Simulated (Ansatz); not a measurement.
**FeNi3: relaxation**

Where does the structure settle? Runs: cell and atoms relaxed (PAW).

Method: DFT LDA, frozen-core PAW, scalar-relativistic unless said, in Ansatz 0.2.0.

5 further runs of the same task are left out: 5 set aside as unsound or not needed.

### Step 1. The system as given

Symmetry: Pm-3m, No. 221, cubic system. Conventional cell: a = 3.545 Å, b = 3.545 Å, c = 3.545 Å, α = 90.00°, β = 90.00°, γ = 90.00°. Fe (site symmetry m-3m) has 12 Ni at 2.51 Å as nearest neighbours. Ni (site symmetry 4/mmm) is surrounded by 4 Fe at 2.51 Å and 8 Ni at 2.51 Å.

Structure file:

```cif
data_structure
_symmetry_space_group_name_H-M 'Pm-3m'
_symmetry_Int_Tables_number 221
_cell_length_a 3.5450
_cell_length_b 3.5450
_cell_length_c 3.5450
_cell_angle_alpha 90.000
_cell_angle_beta 90.000
_cell_angle_gamma 90.000
_cell_volume 44.55
loop_
_atom_site_label
_atom_site_type_symbol
_atom_site_symmetry_multiplicity
_atom_site_Wyckoff_symbol
_atom_site_fract_x
_atom_site_fract_y
_atom_site_fract_z
_atom_site_occupancy
Fe1 Fe 1 a 0.00000 0.00000 0.00000 1
Ni1 Ni 3 c 0.00000 0.50000 0.50000 1
```

Cartesian axes are those of the input's lattice vectors. The structure goes back to a database entry.

### Step 2. Cell and atoms relaxed, PAW

input.yaml

```yaml
crystal:
  lattice:
    - [3.545, 0.0, 0.0]
    - [0.0, 3.545, 0.0]
    - [0.0, 0.0, 3.545]
  atoms:
    - { symbol: Fe, position: [0.0, 0.0, 0.0], spin: 3.0 }
    - { symbol: Ni, position: [0.0, 0.5, 0.5], spin: 1.5 }
    - { symbol: Ni, position: [0.5, 0.0, 0.5], spin: 1.5 }
    - { symbol: Ni, position: [0.5, 0.5, 0.0], spin: 1.5 }
magnetization:
  spin_polarized: true
kpoints:
  mp_grid: { grid: [10, 10, 10] }
scf:
  occupations: { method: fermi_dirac, width: 0.1 }
hamiltonian:
  xc: lda
  pseudopotentials: { kind: paw }
relax:
  f_tol: 0.002
  max_steps: 80
  cell: {}
output:
  forces: true
  stress: true
```

Run with:

```sh
> ansatz run input.yaml --threads 2 --pin off --max-ram 8192MiB --backend cpu --events-out ev --progress --plain --runs-dir out
```

**Question.** What will these runs give? Wanted: cell; volume.

**Answer**, as computed:

| quantity | value |
| --- | --- |
| cell | a = 3.448 Å, b = 3.448 Å, c = 3.448 Å, α = 90.00°, β = 90.00°, γ = 90.00° |
| volume | 10.247 Å³/atom |

In words: The volume changes by -8.0 %. Cautions: frozen-core PAW files fitted under PBE, their cores solved anew for the functional of the run; a lower magnetic state may exist.
